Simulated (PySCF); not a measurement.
**CH6GeN2O: electronic excitations and core binding energies**

Wanted: the electronic excitations and core binding energies of CH6GeN2O (`[NH2][GeH2][NH]C=O`), by calculation.

Programs: PySCF 2.14.0, with density-fitted response routines of our own. Each step states its level of theory. These are calculated values for one molecule in the gas phase, unless marked as measured. Atoms are numbered from 0 throughout.

### Step 1. The molecule as given

11 atoms, charge 0, multiplicity 1; geometry from: GFN2-xTB.

Bonds of the start (Å): N0–Ge1 1.80, Ge1–N2 1.87, N2–C3 1.33, C3–O4 1.21, N0–H5 1.01, N0–H6 1.01, Ge1–H7 1.50, Ge1–H8 1.50, N2–H9 1.01, C3–H10 1.10.

### Step 2. Ultraviolet spectrum: PBE0/def2-SVPD

Job settings and geometry (Å):

```
{"job": {"kind": "uv", "xc": "PBE0", "basis": "def2-SVPD", "nstates": 8, "ntriplets": 3}, "charge": 0, "multiplicity": 1}
N     -1.627096     0.696575     0.635816
Ge    -0.693888    -0.769226     0.150379
N      1.047694    -0.477497     0.751213
C      1.653704     0.501054     0.078842
O      1.084135     1.083238    -0.819867
H     -1.292102     1.555069     0.218089
H     -2.630680     0.656798     0.528489
H     -1.172963    -1.908079     1.003595
H     -0.582248    -1.145864    -1.298388
H      1.531972    -0.934827     1.506254
H      2.686896     0.745430     0.379296
```

Level: TDDFT PBE0/def2-SVPD, vertical, gas phase, core orbitals frozen in the response.

Command:

```console
OMP_NUM_THREADS=1 python probes_run.py task.json out
```

One launch serves the whole session: the jobs run in the order shown.

**Question.** This job is followed by: delta-SCF UKS SCAN, pcX-2 on the ionised atom, pcseg-1 elsewhere, spin-free X2C. Predict these results of the whole session: lowest singlet (PBE0/def2-SVPD); brightest single state of those computed; lowest triplet; N1s binding energies, SCAN/pcX-2; C1s binding energies, SCAN/pcX-2; O1s binding energies, SCAN/pcX-2.

As calculated:

```
                                quantity                        value
         lowest singlet (PBE0/def2-SVPD)  5.77 eV (215 nm), f = 0.001
brightest single state of those computed  state 3, 6.88 eV, f = 0.040
                          lowest triplet                      5.27 eV
        N1s binding energies, SCAN/pcX-2      N2 405.24, N0 404.48 eV
        C1s binding energies, SCAN/pcX-2                 C3 293.74 eV
        O1s binding energies, SCAN/pcX-2                 O4 537.12 eV
```

In words: The first singlet state (HOMO−1→LUMO 0.75, HOMO−1→LUMO+2 0.18) lies at 5.77 eV and is dark; of the 8 states computed, the strongest absorption comes from state 3 at 6.88 eV. The lowest triplet lies 0.50 eV below the lowest singlet (triplets in Tamm-Dancoff, singlets in full TDDFT). N2 (amide-type nitrogen) binds its N1s electron 0.75 eV more tightly than N0 (nitrogen bonded to Ge, 2 H).
